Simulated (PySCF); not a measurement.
# Dy(SH)3: forces at shaken geometries

Aim: move all atoms of relaxed Dy(SH)3 at random and read energies and forces. The structure is generated, not taken from experiment.

Program: PySCF 2.14.0. Level of theory: r2SCAN, Dy lcecp-1-SVP with ECP55, S def2-SVP, H def2-SVP; scalar-relativistic core potentials, no spin–orbit coupling. These are calculated values, not measurements.

7 further runs of the same task are left out: 2 for a known fault of the program, 3 that didn't finish, 2 set aside as unsound or not needed.

### Step 1. Where the work starts

7 atoms, charge 0, spin multiplicity 1.

Bond lengths: Dy1–S2 2.583 Å, Dy1–S4 2.583 Å, Dy1–S6 2.583 Å, S2–H3 1.357 Å, S4–H5 1.357 Å, S6–H7 1.357 Å. Angles: S2–Dy1–S4 119.6°, S2–Dy1–S6 119.6°, S4–Dy1–S6 119.6°, Dy1–S2–H3 93.4°, Dy1–S4–H5 93.4°, Dy1–S6–H7 93.4°.

As a file:

```xyz
7

Dy    0.00000    0.00000    0.79005
S     2.54414    0.40939    0.96239
H     2.83508   -0.91444    1.01716
S    -1.62661    1.99859    0.96239
H    -0.62561    2.91247    1.01716
S    -0.91752   -2.40798    0.96239
H    -2.20946   -1.99803    1.01716
```

Formal oxidation states: Dy +3. Each metal's 9 4f electrons lie in its core potential, so multiplicities, spins and levels count the valence alone. An earlier session relaxed this geometry at r2SCAN, Dy lcecp-1-SVP with ECP55, S def2-SVP, H def2-SVP (singlet, point group C3).

Its energy there is -1233.180858 Eh.

### Step 2. Atoms moved at random, σ = 0.06 Å

Input file run.py (the lines that set the calculation):

```python
mol = gto.M(atom='''
Dy     0.00101     0.00797     0.79710
S      2.52982     0.40906     1.02311
H      2.83460    -0.95427     0.95065
S     -1.60806     1.95068     0.90320
H     -0.53978     2.94593     1.02879
S     -0.96121    -2.39384     1.00399
H     -2.25638    -1.96554     1.02189''',
    basis={'Dy': 'lcecp-1-SVP', 'S': 'def2-SVP', 'H': 'def2-SVP'},
    ecp={'Dy': 'lcecp-1-SVP'},
    charge=0, spin=0)
mf = dft.RKS(mol, xc='R2SCAN')
mf.grids.atom_grid = (50, 194)  # f atoms: unpruned, at least (60, 302)
mf = mf.density_fit()  # fitting sets: Dy AutoAux, S def2-universal-JKFIT, H def2-universal-JKFIT
mf.conv_tol = 1e-08; mf.max_cycle = 55
mf.kernel(dm0)  # dm0: the density of the relaxed state
```

Launch:

```sh
$ OMP_NUM_THREADS=2 python run.py
```

### Step 3. Atoms moved at random, σ = 0.15 Å

Input file run.py (the lines that set the calculation):

```python
mol = gto.M(atom='''
Dy    -0.13540    -0.01096     0.93092
S      2.52153     0.52492     1.03066
H      3.11962    -1.18900     1.01137
S     -1.75549     1.82662     1.16114
H     -0.73107     3.12903     0.70601
S     -0.86184    -2.35406     1.13762
H     -2.15734    -1.92655     0.75101''',
    basis={'Dy': 'lcecp-1-SVP', 'S': 'def2-SVP', 'H': 'def2-SVP'},
    ecp={'Dy': 'lcecp-1-SVP'},
    charge=0, spin=0)
mf = dft.RKS(mol, xc='R2SCAN')
mf.grids.atom_grid = (50, 194)  # f atoms: unpruned, at least (60, 302)
mf = mf.density_fit()  # fitting sets: Dy AutoAux, S def2-universal-JKFIT, H def2-universal-JKFIT
mf.conv_tol = 1e-08; mf.max_cycle = 55
mf.kernel(dm0)  # dm0: the density of the relaxed state
```

### Step 4. Atoms moved at random, σ = 0.15 Å

Input file run.py (the lines that set the calculation):

```python
mol = gto.M(atom='''
Dy    -0.02346     0.03491     0.83520
S      2.42720     0.41937     0.77716
H      2.70961    -0.83939     1.04271
S     -1.68098     2.07770     0.87261
H     -0.66022     2.72997     1.06832
S     -0.71433    -2.35376     1.05780
H     -2.05782    -2.06880     1.07493''',
    basis={'Dy': 'lcecp-1-SVP', 'S': 'def2-SVP', 'H': 'def2-SVP'},
    ecp={'Dy': 'lcecp-1-SVP'},
    charge=0, spin=0)
mf = dft.RKS(mol, xc='R2SCAN')
mf.grids.atom_grid = (50, 194)  # f atoms: unpruned, at least (60, 302)
mf = mf.density_fit()  # fitting sets: Dy AutoAux, S def2-universal-JKFIT, H def2-universal-JKFIT
mf.conv_tol = 1e-08; mf.max_cycle = 55
mf.kernel(dm0)  # dm0: the density of the relaxed state
```

Before running it: what results should come out? Wanted: for each run, σ; energy rise; harmonic estimate −½ F·u; largest force component.

The runs gave:

| σ (Å) | energy rise (eV) | harmonic estimate −½ F·u (eV) | largest force component (eV/Å) |
| --- | --- | --- | --- |
| 0.06 | 0.170 | 0.162 | 1.92 |
| 0.15 | 2.616 | 2.149 | 3.99 |
| 0.15 | 0.429 | 0.384 | 3.84 |

Every displacement raises the energy. For a harmonic well the rise equals −½ F·u; the two differ by at most 18 % here (a move with σ = 0.15 Å), from anharmonicity, the grid and the small forces left at the relaxed point. The bases are small and lack diffuse functions. Spin–orbit coupling is left out.
